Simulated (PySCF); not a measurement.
# wB97X/cc-pVDZ run of Si2H5ClO (SMILES O[SiH]([SiH3])Cl)

What is the energy change on altering one bond length of Si2H5ClO at wB97X/cc-pVDZ? Input form: a Python script.

The results are computed with PySCF 2.14.0.

2 further runs of the same task are left out: 2 set aside as unsound or not needed.

## 1. The molecule

Si2H5ClO: 9 atoms, total charge 0, spin state singlet. SMILES: `O[SiH]([SiH3])Cl`. Geometry: relaxed at PBE0-D4/def2-TZVP. This is one conformer, not always the lowest.

Bond lengths: O1–Si2 1.639 Å, Si2–Si3 2.335 Å, Si2–Cl4 2.068 Å, O1–H5 0.959 Å, Si2–H6 1.486 Å, Si3–H7 1.487 Å, Si3–H8 1.485 Å, Si3–H9 1.487 Å. Some angles: O1–Si2–Si3 107.4°, O1–Si2–Cl4 110.6°, Si3–Si2–Cl4 108.6°, O1–Si2–H6 111.0°, Si3–Si2–H6 114.5°, Cl4–Si2–H6 104.7°, Si2–O1–H5 118.4°, Si2–Si3–H7 110.4°, Si2–Si3–H8 109.5°, Si2–Si3–H9 108.6°.

## 2. A single-point energy at wB97X/cc-pVDZ

The input, input.xyz:

```xyz
9

O      0.516900     0.942100    -1.606400
Si    -0.265600     0.799800    -0.173200
Si     0.351900    -1.250200     0.759300
Cl    -2.313400     0.805800    -0.459000
H      0.374000     1.735000    -2.126800
H     -0.002900     1.975800     0.697100
H      1.819900    -1.291800     0.992500
H     -0.039700    -2.350400    -0.158700
H     -0.352700    -1.412300     2.058200
```

The input, job.py:

```python
from pyscf import gto, dft

molecule = gto.Mole()
molecule.atom = 'input.xyz'
molecule.max_memory = 1860
molecule.verbose = 3
molecule.basis = 'cc-pvdz'
molecule.build()

calc0 = dft.RKS(molecule)
calc0.xc = 'wb97x'
calc0.conv_tol = 1e-10
calc0.grids.level = 5
calc0.kernel()
if not calc0.converged:
    calc0 = calc0.newton().run(calc0.mo_coeff, calc0.mo_occ)

etot = calc0.e_tot
print('E(%s) = %.9f' % ('WB97X', etot))
```

Run with:

```sh
$ OMP_NUM_THREADS=1 python job.py
```

Log:

```text
converged SCF energy = -1117.46585492249
E(WB97X) = -1117.465854922
```

Run time: 24 s. Hardware: 1 thread of Intel Xeon 6975P-C (Granite Rapids), shared host; peak memory 0.48 GiB.

## 3. The distorted shape at the same level

The input, calc.py:

```python
from pyscf import gto, dft

system = gto.M(
    atom='''
O    0.728263   0.990726  -1.996039
Si  -0.054237   0.848426  -0.562839
Si   0.563263  -1.201574   0.369661
Cl  -2.102037   0.854426  -0.848639
H    0.585363   1.783626  -2.516439
H    0.208463   2.024426   0.307461
H    2.031263  -1.243174   0.602861
H    0.171663  -2.301774  -0.548339
H   -0.352700  -1.412300   2.058200
''',
    max_memory=1860,
    verbose=3,
    basis='cc-pvdz',
    charge=0,
)

mf = dft.RKS(system, xc='wb97x')
mf.grids.level = 5
mf.conv_tol = 1e-10
mf.kernel()
if not mf.converged:
    mf = mf.newton().run(mf.mo_coeff, mf.mo_occ)

e_tot = mf.e_tot
print('E = %.10f Eh' % e_tot)
```

Run with:

```sh
$ OMP_NUM_THREADS=1 python calc.py
```

Log:

```text
converged SCF energy = -1117.42956158495
E = -1117.4295615850 Eh
```

It took 25 s on 1 thread of Intel Xeon 6975P-C (Granite Rapids), shared host; peak memory 0.49 GiB.

## 4. Outcome

At wB97X/cc-pVDZ:

```
                                                          quantity           value
                                         first shape: total energy  -1117.46585 Eh
                                        first shape: dipole moment          1.50 D
                                          first shape: HOMO energy       -10.36 eV
                                          first shape: LUMO energy         2.13 eV
                                        first shape: HOMO–LUMO gap        12.49 eV
                                     distorted shape: total energy  -1117.42956 Eh
                                    distorted shape: dipole moment          1.94 D
                                      distorted shape: HOMO energy       -10.42 eV
                                      distorted shape: LUMO energy         1.29 eV
                                    distorted shape: HOMO–LUMO gap        11.70 eV
energy change with the Si3–H9 bond stretched from 1.487 to 1.933 Å        0.988 eV
```

**Reading.** With the Si3–H9 bond stretched from 1.487 to 1.933 Å the energy rises by 0.99 eV (22.8 kcal/mol). The first shape isn't relaxed at this level, so the change isn't measured from a minimum. Mulliken charges (first shape) run from -0.33 on O1 to +0.47 on Si2. Mulliken charges (distorted shape) run from -0.33 on O1 to +0.48 on Si2.
